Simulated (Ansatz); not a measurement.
Consider an atomisation energy of B2H4Se, SMILES BB[SeH] (the Ansatz DFT code, driven from Python).

Script `b2h4se.py`:
```python
"""Energy to split B2H4Se into its atoms."""

from collections import Counter

import ansatz as az


def total_energy(molecule, charge=0, unpaired=0):
    calc = molecule.calculation().basis(gaussian="cc-pVDZ").correlation("ccsd_t")
    if charge:
        calc = calc.charge(charge)
    if unpaired:
        calc = calc.spin("collinear", total=unpaired)
    report = calc.run(threads=1).report
    if report["published_state_doubts"]:
        print("  doubts:", report["published_state_doubts"])
    return report["free_energy_ev"]


def main() -> None:
    geometry_ang = [
        ("B", (-0.9904, 0.33, -0.5267)),
        ("B", (0.1556, 0.2069, 0.5919)),
        ("Se", (1.1054, -1.5366, 0.7614)),
        ("H", (-1.247, -0.5225, -1.2426)),
        ("H", (-1.6089, 1.3954, -0.6636)),
        ("H", (0.4422, 1.1358, 1.2888)),
        ("H", (2.2043, -1.077, -0.255)),
    ]
    mol = az.Crystal.molecule()
    for symbol, xyz in geometry_ang:
        mol = mol.atom(symbol, xyz)

    # unpaired electrons of the ground-state atoms
    unpaired = {"B": 1, "Se": 2, "H": 1}
    counts = Counter(site.symbol for site in mol.cartesian_sites)
    atom_energy = {s: total_energy(az.Crystal.molecule().atom(s, (0, 0, 0)), 0, unpaired[s]) for s in counts}
    whole = total_energy(mol, 0, 0)
    for s, e in atom_energy.items():
        print(f"{s:2s} x{counts[s]}  {e:14.5f} eV")
    print(f"B2H4Se: {whole:.5f} eV")
    split = sum(counts[s] * e for s, e in atom_energy.items()) - whole
    print(f"atomisation energy (no zero-point term): {split:.3f} eV, {split / sum(counts.values()):.3f} eV an atom")


if __name__ == "__main__":
    main()
```

What does it cost to take this molecule apart into atoms?

19.322 eV from the electronic energies, without the zero-point term.

The run itself:

Output of `python b2h4se.py`:
```text
B  x2      -669.11186 eV
Se x1    -65304.56625 eV
H  x4       -13.58606 eV
B2H4Se: -66716.45579 eV
atomisation energy (no zero-point term): 19.322 eV, 2.760 eV an atom
```

Reading the output:
- These settings explore the input space; basis and method may be short of convergence.
- The geometry is a force-field or estimated start, not a minimum of this method, and the basis set is short of its limit. All parts are taken at fixed geometry, without zero-point energy.
- In double-zeta sets correlated atomisation energies come out some 10 to 15 % low.
- The spin-orbit lowering of heavy atoms is left out.
- It ran for 4.9 s on 1 thread of Intel(R) Xeon(R) Processor @ 2.30GHz, with other jobs on the host, peak memory 0.3 GiB.
